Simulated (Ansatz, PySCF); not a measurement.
## HfCl4 in two programs

HfCl4 (singlet), relaxed with PySCF 2.14.0, RKS r2SCAN, Hf def2-SVP with ECP60, Cl def2-SVP; non-relativistic Hamiltonian with scalar-relativistic core potentials where named; density fitting; no spin-orbit coupling:

```xyz
5

Hf    0.0000    0.0000    0.0000
Cl    1.3463    1.3463    1.3463
Cl   -1.3463   -1.3463    1.3463
Cl    1.3463   -1.3463   -1.3463
Cl   -1.3463    1.3463   -1.3463
```

There the HOMO–LUMO gap is 5.83 eV. 

The same geometry by Ansatz 0.2.0 (PBE, PAW, a periodic box with 9 Å of vacuum):

```tsv
spin-orbit coupling	gap (eV)	largest force component (eV/Å)
without	5.21	0.18
```

Task: What does the run with spin-orbit coupling give?

Result: gap (eV): 5.15, largest force component (eV/Å): 0.20. It took 18 s on 2 threads of Arm Neoverse V2, on a shared host, peak memory 2.1 GiB.

The spin-orbit runs use fully relativistic datasets of their own, so changes of a few hundredths of an eV needn't come from the coupling.

No frequency check is given that shows the relaxed geometry to be a minimum.

The two programs differ in functional, so their gaps don't test each other.
